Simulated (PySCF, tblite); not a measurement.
# B3Cl2H5N3Sb, a small molecule taken as a stand-in for a surface group (BN ring, N edge): infrared bands, NMR shifts, core binding energies and electronic excitations, part 1 of 2

What infrared bands, NMR shifts, core binding energies and electronic excitations should one expect for `[Cl][Sb]([Cl])[N]1BNBNB1`?

Programs: tblite 0.8.0 and PySCF 2.14.0. All values are calculated, for the isolated system unless a continuum is named. Atoms count from 0, parts from 1.

1 further run of the same task is left out (for a known fault of the program).

### Step 1. The system as given

14 atoms, charge 0, multiplicity 1; geometry: distance geometry start.

### Step 2. Geometry optimisation with GFN2-xTB

What the job is given:

```
{"job": {"kind": "relax", "xc": "GFN2-xTB", "basis": "xTB"}, "charge": 0, "multiplicity": 1}
B      0.435900    -1.047584     0.422270
N     -0.457281    -1.651823    -0.642110
B     -1.784685    -0.931166    -0.645467
N     -2.058367     0.006406     0.538730
B     -0.902012     1.059232     0.444417
N      0.474545     0.454959     0.700010
Sb     1.920657     1.273896    -0.563127
Cl     2.636001     3.436931     0.207604
Cl     3.777375    -0.199724    -0.516567
H      1.029322    -1.777712     1.169380
H      0.011390    -1.428246    -1.566435
H     -2.216090    -0.578976    -1.692309
H     -1.887268    -0.585748     1.385192
H     -1.029656     2.002506    -0.235244
```

With the program's defaults for keys left out, this is: GFN2-xTB geometry optimisation, gas phase.

On the command line:

```bash
$ OMP_NUM_THREADS=1 python cluster_run.py task.json out
```

One launch serves the whole session: the jobs run in the order shown.

The program printed:

```text
step      E/eV     max force
  0    -720.71988    2.854
  1    -721.18117    2.160
  2    -721.64633    1.570
  3    -721.74488    1.035
  4    -721.90440    1.158
  5    -722.01061    1.331
  6    -722.16491    1.058
  7    -722.25412    1.010
  8    -722.44636    1.436
  9    -722.56390    1.134
 10    -722.60829    1.330
 11    -722.67687    0.497
 12    -722.71158    0.524
 13    -722.74958    0.427
 14    -722.77647    0.516
 15    -722.80352    0.562
 16    -722.83621    0.621
 17    -722.87928    0.719
 18    -722.92412    0.556
 19    -722.96329    0.894
 20    -722.99628    0.770
 21    -723.03370    0.771
 22    -723.10867    0.532
 23    -723.15522    0.742
 24    -723.22279    0.787
 25    -723.31126    1.085
 26    -723.41016    1.499
 27    -723.56034    1.902
 28    -723.73547    1.421
 29    -723.95319    1.319
 30    -724.04992    1.793
 31    -724.24264    1.565
 32    -724.38783    1.299
 33    -724.55165    1.184
 34    -724.58604    1.564
 35    -724.66355    0.598
 36    -724.70056    0.556
 37    -724.75874    0.740
 38    -724.79933    0.595
 39    -724.84754    0.567
 40    -724.90634    0.678
 41    -724.94635    0.692
 42    -725.00390    0.572
 43    -725.03342    0.402
 44    -725.04858    0.306
 45    -725.06024    0.293
 46    -725.07341    0.211
 47    -725.08178    0.294
 48    -725.08888    0.289
 49    -725.09521    0.218
 50    -725.10234    0.236
 51    -725.11046    0.185
 52    -725.11871    0.253
 53    -725.12708    0.263
 54    -725.13637    0.305
 55    -725.14809    0.357
 56    -725.16301    0.330
 57    -725.18013    0.326
 58    -725.19672    0.352
 59    -725.21178    0.342
 60    -725.22403    0.321
 61    -725.23580    0.325
 62    -725.24660    0.257
 63    -725.25570    0.250
 64    -725.26345    0.238
 65    -725.27077    0.190
 66    -725.27562    0.145
 67    -725.27835    0.133
 68    -725.27992    0.101
 69    -725.28149    0.131
 70    -725.28324    0.131
 71    -725.28532    0.135
 72    -725.28690    0.085
 73    -725.28784    0.070
 74    -725.28839    0.055
 75    -725.28873    0.058
 76    -725.28899    0.048
 77    -725.28924    0.034
 78    -725.28954    0.050
 79    -725.28986    0.058
 80    -725.29011    0.032
 81    -725.29027    0.029
 82    -725.29038    0.029
 83    -725.29049    0.037
 84    -725.29059    0.030
 85    -725.29066    0.016
 86    -725.29071    0.015
 87    -725.29074    0.016
 88    -725.29076    0.012
 89    -725.29078    0.009
 90    -725.29079    0.010
 91    -725.29081    0.009
 92    -725.29082    0.008
 93    -725.29083    0.008
```

Run time: 11 s. Hardware: 1 thread of Intel Xeon at 2.50GHz, shared host.

Along the way:

| step | energy from step 0 (eV) | largest force (eV/Å) |
| --- | --- | --- |
| 0 | 0.0000 | 2.8537 |
| 3 | -1.0250 | 1.0357 |
| 6 | -1.4450 | 1.0585 |
| 9 | -1.8440 | 1.1345 |
| 12 | -1.9917 | 0.5246 |
| 15 | -2.0836 | 0.5620 |
| 18 | -2.2042 | 0.5557 |
| 21 | -2.3138 | 0.7702 |
| 24 | -2.5029 | 0.7870 |
| 27 | -2.8405 | 1.9028 |
| 30 | -3.3300 | 1.7928 |
| 33 | -3.8318 | 1.1847 |
| 36 | -3.9807 | 0.5563 |
| 39 | -4.1277 | 0.5672 |
| 42 | -4.2840 | 0.5713 |
| 45 | -4.3404 | 0.2933 |
| 48 | -4.3690 | 0.2893 |
| 51 | -4.3906 | 0.1848 |
| 54 | -4.4165 | 0.3047 |
| 57 | -4.4602 | 0.3259 |
| 60 | -4.5041 | 0.3207 |
| 63 | -4.5358 | 0.2506 |
| 66 | -4.5557 | 0.1452 |
| 69 | -4.5616 | 0.1315 |
| 72 | -4.5670 | 0.0848 |
| 75 | -4.5688 | 0.0577 |
| 78 | -4.5697 | 0.0500 |
| 81 | -4.5704 | 0.0292 |
| 84 | -4.5707 | 0.0307 |
| 87 | -4.5709 | 0.0166 |
| 90 | -4.5709 | 0.0094 |
| 93 | -4.5710 | 0.0075 |

Close pairs (by a distance rule), those that changed most:

| bond | before (Å) | after (Å) | change (Å) |
| --- | --- | --- | --- |
| N3–B4 | 1.567 | 1.410 | -0.156 |
| B2–N3 | 1.535 | 1.418 | -0.117 |
| B0–N5 | 1.528 | 1.424 | -0.105 |
| B0–N1 | 1.515 | 1.413 | -0.102 |
| B4–N5 | 1.525 | 1.426 | -0.099 |
| N1–B2 | 1.510 | 1.416 | -0.094 |
| N5–Sb6 | 2.087 | 2.032 | -0.055 |
| N1–H10 | 1.060 | 1.008 | -0.052 |

### Step 3. Infrared spectrum: GFN2-xTB

What the job is given:

```
{"job": {"kind": "ir", "xc": "GFN2-xTB", "basis": "xTB"}, "charge": 0, "multiplicity": 1}
B      0.697780    -0.887667    -0.508325
N     -0.486406    -1.651226    -0.403732
B     -1.743908    -1.097905    -0.059474
N     -1.774541     0.304862     0.144756
B     -0.628688     1.122413     0.056148
N      0.625850     0.506418    -0.227445
Sb     2.245419     1.727085    -0.355762
Cl     1.999725     2.579534     1.824369
Cl     3.848817     0.157726     0.335312
H      1.705806    -1.389283    -0.833261
H     -0.425061    -2.642255    -0.579248
H     -2.707958    -1.758850     0.035423
H     -2.653663     0.743005     0.372319
H     -0.703172     2.286143     0.198919
```

With the program's defaults for keys left out, this is: GFN2-xTB harmonic vibrations, gas phase.

The program printed:

```text
mode    cm-1     km/mol
  1      10.5      0.20
  2      66.5      1.60
  3      95.5      0.33
  4     117.1      2.72
  5     159.5      4.51
  6     189.7      1.07
  7     233.4     19.64
  8     256.1      0.22
  9     293.8      3.00
 10     305.2     29.31
 11     324.8     34.03
 12     412.9     11.90
 13     497.1      0.73
 14     550.8     16.11
 15     665.1      8.87
 16     705.8      0.14
 17     779.3     47.10
 18     798.4      0.53
 19     816.3    338.04
 20     823.3     19.55
 21     934.0     44.05
 22     960.3      8.52
 23     964.1      1.52
 24    1038.5      1.80
 25    1095.4     31.51
 26    1137.3      0.20
 27    1217.5      0.47
 28    1273.5      1.19
 29    1298.0    133.85
 30    1378.2    437.33
 31    1405.0    769.35
 32    2577.7    198.75
 33    2607.0    317.75
 34    2613.7     66.71
 35    3464.5      0.73
 36    3465.2      1.29
```

Wall time 2 s (1 thread of Intel Xeon at 2.50GHz, shared host); peak memory 0.18 GiB.

The strongest bands and the atoms that carry them:

| cm⁻¹ | km/mol | atoms |
| --- | --- | --- |
| 816 | 338.0 | H11 27 %, H12 17 %, H10 16 %, B2 12 % |
| 1298 | 133.8 | B4 20 %, H10 20 %, B0 18 %, H12 15 % |
| 1378 | 437.3 | B2 34 %, N5 16 %, B0 12 %, N3 12 % |
| 1405 | 769.4 | N1 24 %, N3 23 %, B4 18 %, B0 14 % |
| 2578 | 198.8 | H13 91 % |
| 2607 | 317.8 | H11 73 %, H9 19 % |

### Step 4. Relaxing the molecule at PBE0-D3(BJ)/def2-SVP

What the job is given:

```
{"job": {"xc": "PBE0", "basis": "def2-SVP", "d3": "d3bj", "grid": 1, "kind": "geom", "shake": 0.01}, "charge": 0, "multiplicity": 1}
B      0.718189    -0.913224    -0.504144
N     -0.492084    -1.655752    -0.405888
B     -1.764108    -1.100225    -0.068126
N     -1.741311     0.307120     0.141230
B     -0.631501     1.115733     0.045596
N      0.621942     0.511237    -0.229830
Sb     2.254997     1.725087    -0.355520
Cl     2.015183     2.584985     1.819317
Cl     3.846989     0.163131     0.354663
H      1.703110    -1.391718    -0.823237
H     -0.433926    -2.645172    -0.570422
H     -2.702155    -1.757935     0.042124
H     -2.681945     0.753219     0.362722
H     -0.719858     2.288908     0.205924
```

The program printed:

```text
step   0  E = -1401.74585745  max force = 0.078505
step   1  E = -1401.75574576  max force = 0.025723
step   2  E = -1401.75641371  max force = 0.011456
step   3  E = -1401.75650874  max force = 0.006814
step   4  E = -1401.75670701  max force = 0.002092
step   5  E = -1401.75671363  max force = 0.000759
step   6  E = -1401.75671039  max force = 0.000828
step   7  E = -1401.75670835  max force = 0.000895
step   8  E = -1401.75670866  max force = 0.000485
step   9  E = -1401.75670901  max force = 0.000441
step  10  E = -1401.75670922  max force = 0.000438
step  11  E = -1401.75670933  max force = 0.000438
step  12  E = -1401.75670939  max force = 0.000437
step  13  E = -1401.75670946  max force = 0.000437
step  14  E = -1401.75670953  max force = 0.000435
step  15  E = -1401.75670959  max force = 0.000435
step  16  E = -1401.75670964  max force = 0.000434
step  17  E = -1401.75670970  max force = 0.000433
step  18  E = -1401.75670975  max force = 0.000432
step  19  E = -1401.75670980  max force = 0.000432
step  20  E = -1401.75670985  max force = 0.000431
step  21  E = -1401.75670989  max force = 0.000430
step  22  E = -1401.75670994  max force = 0.000430
step  23  E = -1401.75670999  max force = 0.000429
step  24  E = -1401.75671003  max force = 0.000428
step  25  E = -1401.75671007  max force = 0.000428
step  26  E = -1401.75671011  max force = 0.000427
step  27  E = -1401.75671015  max force = 0.000426
step  28  E = -1401.75671018  max force = 0.000426
step  29  E = -1401.75671022  max force = 0.000425
step  30  E = -1401.75671026  max force = 0.000424
step  31  E = -1401.75671029  max force = 0.000423
step  32  E = -1401.75671033  max force = 0.000423
step  33  E = -1401.75671036  max force = 0.000422
step  34  E = -1401.75671040  max force = 0.000421
step  35  E = -1401.75671043  max force = 0.000420
step  36  E = -1401.75671046  max force = 0.000420
step  37  E = -1401.75671050  max force = 0.000419
step  38  E = -1401.75671053  max force = 0.000418
step  39  E = -1401.75671056  max force = 0.000417
step  40  E = -1401.75671059  max force = 0.000417
step  41  E = -1401.75671063  max force = 0.000416
step  42  E = -1401.75671066  max force = 0.000415
step  43  E = -1401.75671069  max force = 0.000414
step  44  E = -1401.75671072  max force = 0.000414
step  45  E = -1401.75671076  max force = 0.000413
optimisation converged
```

It took 26 min on 1 thread of Intel Xeon at 2.50GHz, shared host; peak memory 0.79 GiB.

Step by step: (not every step is listed)

| step | energy from step 0 (eV) | largest force component (eV/Å) |
| --- | --- | --- |
| 0 | 0.0000 | 4.0369 |
| 1 | -0.2691 | 1.3227 |
| 2 | -0.2873 | 0.5891 |
| 3 | -0.2898 | 0.3504 |
| 4 | -0.2952 | 0.1076 |
| 5 | -0.2954 | 0.0390 |
| 6 | -0.2953 | 0.0426 |
| 7 | -0.2953 | 0.0460 |
| 8 | -0.2953 | 0.0249 |
| 11 | -0.2953 | 0.0225 |
| 14 | -0.2953 | 0.0224 |
| 17 | -0.2953 | 0.0223 |
| 20 | -0.2953 | 0.0222 |
| 23 | -0.2953 | 0.0221 |
| 26 | -0.2953 | 0.0220 |
| 29 | -0.2953 | 0.0219 |
| 32 | -0.2953 | 0.0218 |
| 35 | -0.2953 | 0.0216 |
| 38 | -0.2953 | 0.0215 |
| 40 | -0.2953 | 0.0214 |
| 41 | -0.2953 | 0.0214 |
| 42 | -0.2953 | 0.0213 |
| 43 | -0.2953 | 0.0213 |
| 44 | -0.2953 | 0.0213 |
| 45 | -0.2953 | 0.0212 |

Distances of close pairs at the start and the end, largest changes first:

| bond | before (Å) | after (Å) | change (Å) |
| --- | --- | --- | --- |
| B0–H9 | 1.141 | 1.207 | +0.066 |
| B2–H11 | 1.151 | 1.208 | +0.057 |
| N3–H12 | 1.064 | 1.012 | -0.053 |
| N3–B4 | 1.376 | 1.421 | +0.045 |
| Sb6–Cl8 | 2.341 | 2.369 | +0.028 |
| Sb6–Cl7 | 2.351 | 2.377 | +0.026 |
| B4–H13 | 1.187 | 1.212 | +0.024 |
| N5–Sb6 | 2.039 | 2.062 | +0.023 |

The end geometry stands in the next job.

| at the end point | value |
| --- | --- |
| point group (found at 0.08 Å tolerance) | C1 |
| rotational constants (GHz, main isotopes) | 1.219, 0.525, 0.429 |
| dipole moment (D) | 3.02 |

### Step 5. NMR shieldings: PBE0/def2-SVP+pcSseg-1

What the job is given:

```
{"job": {"kind": "nmr", "xc": "PBE0", "basis": {"default": "pcSseg-1", "Sb": "def2-SVP"}}, "charge": 0, "multiplicity": 1}
B      0.810621    -0.614106    -0.441020
N     -0.380542    -1.390124    -0.349914
B     -1.649876    -0.835368    -0.011437
N     -1.705701     0.574204     0.207869
B     -0.556002     1.405656     0.123215
N      0.713606     0.797986    -0.171800
Sb     2.317364     2.090692    -0.259649
Cl     2.015103     3.075218     1.882312
Cl     3.978779     0.522638     0.367640
H      1.854861    -1.130683    -0.755087
H     -0.317862    -2.383436    -0.532646
H     -2.637715    -1.525652     0.075945
H     -2.595237     0.998996     0.435012
H     -0.645463     2.602958     0.286593
```

Method: GIAO PBE0/pcSseg-1 Sb:def2-SVP NMR shielding, scalar relativity only through core potentials, gas phase.

The program printed:

```text
coarse grid: 63920 points
cycle   1  E = -1392.5527382304  dE = -1.491e+01  |g| = 4.385e+00  |ddm| = 1.201e+01
cycle   2  E = -1162.9681817499  dE =  2.296e+02  |g| = 1.887e+01  |ddm| = 1.649e+02
cycle   3  E = -1355.4079985841  dE = -1.924e+02  |g| = 9.159e+00  |ddm| = 1.495e+02
cycle   4  E = -1398.2470220723  dE = -4.284e+01  |g| = 2.983e+00  |ddm| = 3.018e+01
cycle   5  E = -1401.3645200030  dE = -3.117e+00  |g| = 1.552e+00  |ddm| = 5.018e+00
cycle   6  E = -1402.0599074267  dE = -6.954e-01  |g| = 5.058e-01  |ddm| = 2.590e+00
cycle   7  E = -1402.1164860449  dE = -5.658e-02  |g| = 2.795e-01  |ddm| = 6.768e-01
cycle   8  E = -1402.1338233697  dE = -1.734e-02  |g| = 7.610e-02  |ddm| = 2.868e-01
cycle   9  E = -1402.1349761084  dE = -1.153e-03  |g| = 2.219e-02  |ddm| = 6.790e-02
cycle  10  E = -1402.1351035785  dE = -1.275e-04  |g| = 6.153e-03  |ddm| = 3.078e-02
cycle  11  E = -1402.1351115188  dE = -7.940e-06  |g| = 1.895e-03  |ddm| = 7.295e-03
final grid: 131000 points
cycle  12  E = -1402.1351566215  dE =  6.201e-07  |g| = 2.591e-03  |ddm| = 4.730e-03
cycle  13  E = -1402.1351543358  dE =  2.286e-06  |g| = 4.075e-03  |ddm| = 5.892e-03
cycle  14  E = -1402.1351582237  dE = -3.888e-06  |g| = 4.690e-04  |ddm| = 3.459e-03
cycle  15  E = -1402.1351582719  dE = -4.818e-08  |g| = 7.751e-05  |ddm| = 4.079e-04
cycle  16  E = -1402.1351582735  dE = -1.593e-09  |g| = 1.187e-05  |ddm| = 8.822e-05
cycle  17  E = -1402.1351582735  dE = -3.183e-11  |g| = 5.063e-06  |ddm| = 1.415e-05
converged SCF energy = -1402.1351582735

GIAO shielding tensors (ppm)
atom      isotropic    diamagn.    paramagn.     s11        s22        s33       span
  0 B       72.531     197.332    -124.802     44.750     58.811    114.031     69.281
  1 N      117.068     324.993    -207.925    -30.456    149.858    231.802    262.258
  2 B       72.816     197.407    -124.591     47.125     56.649    114.673     67.547
  3 N      118.311     324.330    -206.019    -27.847    150.183    232.595    260.442
  4 B       72.548     197.468    -124.921     42.105     61.332    114.206     72.101
  5 N       69.974     330.008    -260.034    -25.445     41.953    193.414    218.859
  6 Sb         nan         nan         nan        nan        nan        nan        nan
  7 Cl     696.527    1147.142    -450.615    454.127    662.864    972.590    518.463
  8 Cl     721.542    1147.238    -425.696    533.431    685.868    945.328    411.896
  9 H       26.128      30.455      -4.326     21.171     26.019     31.194     10.023
 10 H       25.405      30.986      -5.581     20.820     25.297     30.097      9.277
 11 H       26.474      28.839      -2.365     23.479     26.556     29.388      5.909
 12 H       25.425      29.935      -4.509     20.894     25.229     30.152      9.258
 13 H       26.208      29.641      -3.433     21.743     25.673     31.208      9.466
```

Wall time 2 min (1 thread of Intel Xeon at 2.50GHz, shared host); peak memory 0.99 GiB.

The references, computed at this level on geometries of the same kind, shield at (ppm): ¹H TMS 31.27, ¹⁵N NH3 265.7, ¹¹B BF3·OEt2 100.7, ³⁵Cl HCl 943. Their shielding less the atom's gives the shift. The references are single molecules in the gas phase, so shifts against H2O, NH3, PH3, H3PO4 or CFCl3 are not on the usual liquid scales and can be off by tens of ppm.

| atoms | environment | σ (ppm) | δ (ppm) |
| --- | --- | --- | --- |
| H10 | hydrogen on a nitrogen bonded to 2 B | 25.40 | 5.86 |
| H12 | hydrogen on a nitrogen bonded to 2 B | 25.43 | 5.84 |
| H9 | hydrogen on a boron bonded to 2 N | 26.13 | 5.14 |
| H13 | hydrogen on a boron bonded to 2 N | 26.21 | 5.06 |
| H11 | hydrogen on a boron bonded to 2 N | 26.47 | 4.79 |
| B0 | boron bonded to 2 N, H | 72.5 | 28.2 |
| B4 | boron bonded to 2 N, H | 72.5 | 28.2 |
| B2 | boron bonded to 2 N, H | 72.8 | 27.9 |
| N5 | nitrogen bonded to 2 B, Sb | 70.0 | 195.7 |
| N1 | nitrogen bonded to 2 B, H | 117.1 | 148.6 |
| N3 | nitrogen bonded to 2 B, H | 118.3 | 147.4 |
| Cl7 | chlorine bonded to Sb | 697 | 247 |
| Cl8 | chlorine bonded to Sb | 722 | 222 |

Atoms past Kr carry core potentials, so their printed shieldings have no meaning and are left out of the table.

The run also stored atomic charges by several schemes (e):

| atoms | Mulliken | ESP fit |
| --- | --- | --- |
| B0 | 0.35 | 0.34 |
| N1 | -0.54 | -0.66 |
| B2 | 0.32 | 0.47 |
| N3 | -0.53 | -0.63 |
| B4 | 0.35 | 0.30 |
| N5 | -0.81 | -0.20 |
| Sb6 | 0.99 | 0.46 |
| Cl7 | -0.33 | -0.22 |
| Cl8 | -0.32 | -0.21 |

Mayer bond orders: B0–N1 1.18, N1–B2 1.16, B2–N3 1.15, N3–B4 1.20, B4–N5 1.06, N5–Sb6 0.85, Sb6–Cl7 0.94, Sb6–Cl8 0.96, N5–B0 1.06.

With diffuse functions Mulliken charges and Mayer bond orders lose their meaning; the other schemes are steadier.

Ring of atoms B0, N1, B2, N3, B4, N5: NICS(0) -2.5, NICS(1) -3.3, NICS(1)zz -4.2 ppm (means of both faces).

Orbitals, density, ELF and potential are computed afterwards from the orbital file.

Frontier orbitals at PBE0/def2-SVP+pcSseg-1, with the share of their density that lies nearest to each atom:

| orbital | energy (eV) | lies on |
| --- | --- | --- |
| HOMO | -8.06 | Sb6 29 %; N5 23 %; Cl7, Cl8 about 16 % each |
| LUMO | -1.84 | Sb6 60 %; Cl7, Cl8 about 14 % each |

ELF in a plane through or near 8 of the atoms.

Values, 10 rows by 14 columns:
```
0.00 0.00 0.00 0.00 0.00 0.00 0.00 0.00 0.00 0.00 0.00 0.00 0.00 0.00
0.00 0.00 0.00 0.01 0.00 0.00 0.20 0.03 0.00 0.00 0.00 0.00 0.00 0.00
0.00 0.00 0.25 0.49 0.19 0.11 1.00 0.56 0.09 0.91 0.17 0.00 0.00 0.00
0.00 0.03 0.31 0.52 0.29 0.07 0.98 0.39 0.67 0.97 0.21 0.00 0.00 0.00
0.00 0.01 0.13 0.21 0.23 0.31 0.81 0.26 0.58 0.83 0.33 0.79 0.02 0.00
0.00 0.01 0.14 0.22 0.31 0.75 0.40 0.21 0.29 0.08 0.95 1.00 0.18 0.00
0.00 0.30 0.76 0.78 0.47 0.05 0.34 0.25 0.26 0.67 0.08 0.35 0.00 0.00
0.00 0.32 0.84 0.89 0.69 0.36 1.00 0.42 0.58 0.97 0.14 0.00 0.00 0.00
0.00 0.02 0.26 0.45 0.15 0.06 0.99 0.16 0.01 0.25 0.00 0.00 0.00 0.00
0.00 0.00 0.00 0.00 0.00 0.00 0.00 0.00 0.00 0.00 0.00 0.00 0.00 0.00
```
The map spans 12.1 Å across and 9.8 Å up, centred on the molecule. Atoms in the plane (x, y in Å): B0 (-0.1, -1.3), N1 (1.3, -1.2), N3 (1.4, 1.2), B4 (0.0, 1.2), N5 (-0.8, 0.0), H9 (-0.7, -2.3), H12 (1.9, 2.1), H13 (-0.6, 2.3).

On the surface of density 0.002 e/bohr³ the electrostatic potential runs, from the 1st to the 99th percentile, from -0.80 V near Cl7 to 1.88 V near Sb6.

(Continued in part 2 of 2.)
